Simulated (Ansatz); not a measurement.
# ClFH2SSn: rotation by 120° about the Sn2–S3 bond

Program: Ansatz 0.2.0. Level of theory: RKS PBE-D4/def2-SVP. These are calculated values, not measurements.

### 1 The structure to begin with

Bond lengths: F1–Sn2 1.881 Å, Sn2–S3 2.403 Å, Sn2–Cl4 2.341 Å, Sn2–H5 1.765 Å, S3–H6 1.431 Å. Angles: F1–Sn2–S3 109.6°, F1–Sn2–Cl4 110.5°, F1–Sn2–H5 109.3°, S3–Sn2–Cl4 109.4°, S3–Sn2–H5 110.2°, Cl4–Sn2–H5 107.8°, Sn2–S3–H6 92.2°.

Coordinates:

```xyz
6

F    -1.8823    0.4297   -1.2906
Sn   -0.2535   -0.0671   -0.4917
S     0.0453    1.1560    1.5547
Cl   -0.2280   -2.3630   -0.0372
H     1.0703    0.2762   -1.6071
H     1.2903    0.5042    1.8257
```

### 2 End point A

Input file input.yaml:

```yaml
crystal:
  periodic: [false, false, false]
  atoms:
    - { symbol: F, position_ang: [-1.8823, 0.4297, -1.2906] }
    - { symbol: Sn, position_ang: [-0.2535, -0.0671, -0.4917] }
    - { symbol: S, position_ang: [0.0453, 1.156, 1.5547] }
    - { symbol: Cl, position_ang: [-0.228, -2.363, -0.0372] }
    - { symbol: H, position_ang: [1.0703, 0.2762, -1.6071] }
    - { symbol: H, position_ang: [1.2903, 0.5042, 1.8257] }
basis:
  gaussian: { orbitals: def2-SVP }
hamiltonian:
  xc: pbe
  dispersion: d4
relax:
  f_tol: 0.015
  max_steps: 40
output:
  orbitals: {}
```

On the command line:

```bash
$ ansatz run input.yaml --threads 1 --pin off --max-ram 2048MiB --backend cpu --events-out ev --progress --plain --runs-dir out
```

Q: Estimate wall time and peak memory on 1 thread of AMD EPYC 9R45 (Zen 5), shared host.

About 28 s, with a peak of 0.16 GiB.
